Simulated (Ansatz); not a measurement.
# Ga3Se under changes of volume

One of the cells (21.771 Å³/atom); the others are scaled copies at fixed shape and fractional positions:

```
Se Ga
1.0
     4.43246    0.00000    0.00000
     0.00000    4.43246    0.00000
     0.00000    0.00000    4.43246
Se Ga
1 3
Cartesian
  0.0000 0.0000 0.0000
  2.2162 2.2162 0.0000
  2.2162 0.0000 2.2162
  0.0000 2.2162 2.2162
```

The cell comes from a database or a generator and needn't be the stable form of this composition.

```yaml
Program: Ansatz 0.2.0
Functional: LDA
Potentials_or_basis: all-electron LAPW, scalar-relativistic
Cutoff: 158 eV (chosen from the basis error)
Basis_error_allowed: 0.002 eV/atom
k_mesh: 6 × 6 × 6
Occupations: fermi-dirac, width 0.05 eV
Spin: no spin polarisation
```

| volume (Å³/atom) | energy over the lowest point (meV/atom) | pressure (GPa) |
| --- | --- | --- |
| 20.465 | 0.00 | -2.7 |
| 20.900 | 8.64 | -3.6 |
| 21.335 | 19.43 | -4.3 |
| 21.771 | 32.09 | -4.9 |
| 22.206 | ? | ? |
| 22.642 | 61.91 | -5.9 |
| 23.077 | 78.59 | -6.4 |

What does the run at 22.206 Å³/atom give?

Energy over the lowest point 46.33 meV/atom; pressure -5.5 GPa.

Worked out: A Birch-Murnaghan fit of order 3 (a polynomial in V^(-2/3)) to the other rows has no minimum within the range. It gives 46.31 meV/atom at 22.206 Å³/atom, against the run's 46.33, and -dE/dV = -5.5 GPa, against -5.5.

Energies are extrapolated to zero smearing.
